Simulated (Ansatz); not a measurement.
# GeH2 (SMILES [GeH2]): energies and forces away from the minimum

An exercise on one series of results from a longer session: the logs are not shown, and one member is left open.

The runs use Ansatz 0.2.0, Gaussian basis; single points with forces in def2-TZVPP.

Levels: PBE-D4, r2SCAN-D4, PBE0-D4, wB97M-V, Hartree-Fock, MP2, CCSD, CCSD(T). Each coordinate is moved by a Gaussian draw of the width named (0.7 of it for atoms other than hydrogen): 0.02, 0.06, 0.06, 0.06 Å.

Cores are frozen in the correlated methods. Filled d shells of the heavier atoms are correlated.

6 further runs of the same task are left out: 6 set aside as unsound or not needed.

### Where the work starts

SMILES `[GeH2]`, 3 atoms, charge 0, spin multiplicity 1.

Atoms are counted from 1 here; the program's logs count them from 0.

Bond lengths: Ge1–H2 1.607 Å, Ge1–H3 1.607 Å. Angles: H2–Ge1–H3 86.5°.

As a file:

```
Ge   -0.59530    0.42319   -0.27532
H     0.78114    0.70712    0.50384
H    -0.18584   -1.13030   -0.22853
```

Set-up of the first run:

File relax/in.yaml:

```yaml
crystal:
  periodic: [false, false, false]
  atoms:
    - {symbol: Ge, position_ang: [-0.595300, 0.423190, -0.275320]}
    - {symbol: H, position_ang: [0.781140, 0.707120, 0.503840]}
    - {symbol: H, position_ang: [-0.185840, -1.130300, -0.228530]}
basis:
  gaussian: {orbitals: def2-TZVP}
hamiltonian: {xc: pbe0, dispersion: d4}
relax: {f_tol: 0.005, max_steps: 200}
```

The command line of these runs was not kept.

Steps of the session up to this table: Relaxation at PBE0-D4; Reference energies at the minimum; Structure 1, width 0.02 Å; Structure 2, width 0.06 Å; Structure 3, width 0.06 Å; Structure 4, width 0.06 Å.

One table of the session follows, with a row left open; its other results are not shown here.

| method | RMS force component (eV/Å) | angle to CCSD(T) forces (°) | dipole (D) |
| --- | --- | --- | --- |
| PBE-D4 | 0.275 | 14.2 | 0.34 |
| r2SCAN-D4 | ? | ? | ? |
| PBE0-D4 | 0.409 | 4.7 | 0.28 |
| wB97M-V | 0.482 | 2.3 | 0.38 |
| CCSD(T) | 0.486 | reference | 0.24 |

Estimate the missing values for r2SCAN-D4.

**Answer.** RMS force component (eV/Å): 0.427; angle to CCSD(T) forces (°): 5.5; dipole (D): 0.27. In the column «RMS force component (eV/Å)» it lies between PBE0-D4 (0.409) and wB97M-V (0.482).
